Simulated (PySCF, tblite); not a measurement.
# CH₉ClSSi₃, a small molecule taken as a stand-in for a surface group (Si site with back bonds [SiH3], C, S[SiH3]): NMR shifts, core binding energies and electronic excitations

What NMR shifts, core binding energies and electronic excitations should one expect for `C[Si]([SiH3])(Cl)S[SiH3]`?

Computed with tblite 0.8.0 and PySCF 2.14.0; each step states its level. No surroundings beyond the atoms listed, unless a continuum is named. Atoms count from 0, parts from 1.

## Step 1: The system as given

15 atoms, charge 0, multiplicity 1; geometry: distance geometry start.

## Step 2: Geometry optimisation with GFN2-xTB

The job: settings as JSON, then the geometry in Å.

```
{"job": {"kind": "relax", "xc": "GFN2-xTB", "basis": "xTB"}, "charge": 0, "multiplicity": 1}
Si    -0.072911     1.317269     0.176506
Si    -2.239095     1.329327     0.634654
C      0.663865     2.918440     0.717097
S      0.213987     1.118649    -1.972398
Si    -1.410958     0.777265    -3.386515
Cl     0.871681    -0.281105     1.167170
H     -2.776319     2.614222     0.399778
H     -2.415712     0.966892     1.998050
H     -2.893326     0.371652    -0.190871
H      0.160925     3.263935     1.548041
H      0.616793     3.624895    -0.029396
H      1.659289     2.768547     0.956838
H     -2.382945     1.801910    -3.230567
H     -1.976555    -0.489197    -3.168867
H     -0.872780     0.851466    -4.737389
```

Level: GFN2-xTB geometry optimisation, gas phase.

Run with:

```bash
> OMP_NUM_THREADS=1 python cluster_run.py task.json out
```

This one command runs all jobs of the session in turn.

**Question.** The jobs that follow are: PBE0-D3(BJ)/def2-SVP geometry optimisation, gas phase; GIAO PBE0/pcSseg-1 NMR shielding, non-relativistic, gas phase; delta-SCF UKS SCAN, pcX-2 on the ionised atom, pcseg-1 elsewhere, spin-free X2C; TDDFT CAM-B3LYP/def2-SVPD, vertical, gas phase, core orbitals frozen in the response. Predict: point group; rotational constants (main isotopes); ¹³C shifts against TMS (PBE0/pcSseg-1); ¹H shifts against TMS (PBE0/pcSseg-1); ²⁹Si shifts against TMS (PBE0/pcSseg-1); ³³S shifts against CS2 (PBE0/pcSseg-1); ³⁵Cl shifts against HCl (PBE0/pcSseg-1); potential on the surface of density 0.002 e/bohr³, 1st and 99th percentile; Si2p binding energies, SCAN/pcX-2 (standing for 2 of 3 atoms); C1s binding energies, SCAN/pcX-2; S2p binding energies, SCAN/pcX-2; Cl2p binding energies, SCAN/pcX-2; lowest singlet (CAM-B3LYP/def2-SVPD); brightest single state of those computed; lowest triplet; vertical ionisation energy (ΔSCF).

As calculated:

```
                                                                  quantity                                                     value
                                                               point group                                                        C1
                                      rotational constants (main isotopes)                                      1.30, 0.89, 0.83 GHz
                                    ¹³C shifts against TMS (PBE0/pcSseg-1)                                                   8.7 ppm
                                     ¹H shifts against TMS (PBE0/pcSseg-1)  4.73, 4.69, 4.64, 3.81, 3.53, 3.42, 1.08, 0.78, 0.66 ppm
                                   ²⁹Si shifts against TMS (PBE0/pcSseg-1)                                   48.0, -51.3, -104.5 ppm
                                    ³³S shifts against CS2 (PBE0/pcSseg-1)                                                  -248 ppm
                                   ³⁵Cl shifts against HCl (PBE0/pcSseg-1)                                                    59 ppm
potential on the surface of density 0.002 e/bohr³, 1st and 99th percentile                                        -0.67 V and 1.24 V
             Si2p binding energies, SCAN/pcX-2 (standing for 2 of 3 atoms)                                 Si0 107.75, Si1 106.83 eV
                                          C1s binding energies, SCAN/pcX-2                                              C2 290.52 eV
                                          S2p binding energies, SCAN/pcX-2                                              S3 169.08 eV
                                         Cl2p binding energies, SCAN/pcX-2                                             Cl5 206.21 eV
                                      lowest singlet (CAM-B3LYP/def2-SVPD)                               5.87 eV (211 nm), f = 0.007
                                  brightest single state of those computed                               state 4, 6.94 eV, f = 0.061
                                                            lowest triplet                                                   5.51 eV
                                         vertical ionisation energy (ΔSCF)                                                   9.22 eV
```

What this shows: The start of the PBE0/def2-SVP relaxation was shaken at random by about 0.01 Å, so part of the energy gained, and of the first lengths quoted, undoes that. Relaxing lowered the energy by 0.268 eV in 16 steps; the close pair that moved most is Si0–Cl5, from 2.011 to 2.091 Å (PBE0/def2-SVP). Hydrogens of an XH3 group are listed apart at this fixed geometry; free rotation makes them one line at their mean. At PBE0/pcSseg-1: The widest tensor belongs to S3: span 185 ppm, with a paramagnetic part of -318 ppm. By nearest atom (PBE0/pcSseg-1), the HOMO sits on S3 62 %; Si0, Si1 about 8 % each and the LUMO on Si0 27 %; Cl5 14 %. At SCAN/pcX-2: Si0 (silicon bonded to C, Cl, S, Si) binds its Si2p electron 0.92 eV more tightly than Si1 (silicon bonded to Si, 3 H). Only 2 of the 3 Si atoms are covered by sound results. The first singlet state (HOMO→LUMO 0.85) lies at 5.87 eV and is weak; of the 6 states computed, the strongest absorption comes from states 4 to 5 together at 6.94 eV. The lowest triplet lies 0.36 eV below the lowest singlet (triplets in Tamm-Dancoff, singlets in full TDDFT). ΔSCF puts the ionisation energy at 9.22 eV, 0.60 eV above −ε(HOMO). A capped cluster stands for the solid here, so long-range fields and strain are missing, and bands or shifts of the capping hydrogens have no counterpart in it.
